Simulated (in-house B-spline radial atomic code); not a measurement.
# Bi²⁴⁺: excited configurations

How much energy does it take to promote electrons of Bi²⁴⁺ to other shells? Each configuration is solved by itself and compared with the reference.

Program: in-house B-spline radial atomic code version 1. Level of theory: non-relativistic Hartree-Fock, average of configuration, point nucleus, basis-set limit. These are calculated values, not measurements, unless marked.

### 1 Starting point

* element: bismuth (Z = 83)
* charge: +24
* electrons: 59
* configuration: [Kr] 4d10 4f13
* Hamiltonian: non-relativistic
* nucleus: point

Outer shells as boxes (Hund's rule):

[Kr] 4d10 4f13
```
[Kr] core
4d [↑↓][↑↓][↑↓][↑↓][↑↓]
4f [↑↓][↑↓][↑↓][↑↓][↑↓][↑↓][↑ ]
```

The boxes draw the filling by Hund's rule, which heavy ions in jj coupling don't follow; these runs average over all states of the configuration.

Settings of the run:

```ini
Z = 83
electrons = 59.0
configuration = [Kr] 4d10 4f13
hamiltonian = nr
method = hf
spin_polarised = False
```

This reference run was done before. Its total energy is -19860.955734 hartree, and its levels are (the highest eight at most):

| orbital | occupation | energy (eV) | <r> (bohr) |
| --- | --- | --- | --- |
| 2p | 6 | -14060.3 | 0.06473 |
| 3s | 2 | -4029.66 | 0.1919 |
| 3p | 6 | -3778.53 | 0.1828 |
| 3d | 10 | -3316.72 | 0.1593 |
| 4s | 2 | -1397.18 | 0.4132 |
| 4p | 6 | -1284.24 | 0.4145 |
| 4d | 10 | -1076.95 | 0.4141 |
| 4f | 13 | -796.42 | 0.4061 |

### 2 Run with [Kr] 4d10 4f11 5g1 6p1

Settings of the run:

```ini
Z = 83
electrons = 59.0
configuration = [Kr] 4d10 4f11 5g1 6p1
hamiltonian = nr
method = hf
spin_polarised = False
```

Before running: How far above the reference does each configuration lie (order and size, in eV)?

As calculated:

| net move | configuration | energy above the reference (eV) | largest <r> (bohr) |
| --- | --- | --- | --- |
| 2×4f → 5g, 6p | [Kr] 4d10 4f11 5g1 6p1 | 877.64 | 1.33 |

**Reading.** The promotion costs 877.64 eV. 1 of them lies more than 2 % above the ionisation threshold that Koopmans' theorem gives (796.42 eV), where such states can decay by emitting an electron. These are averages over configurations, without correlation, not spectroscopic levels.
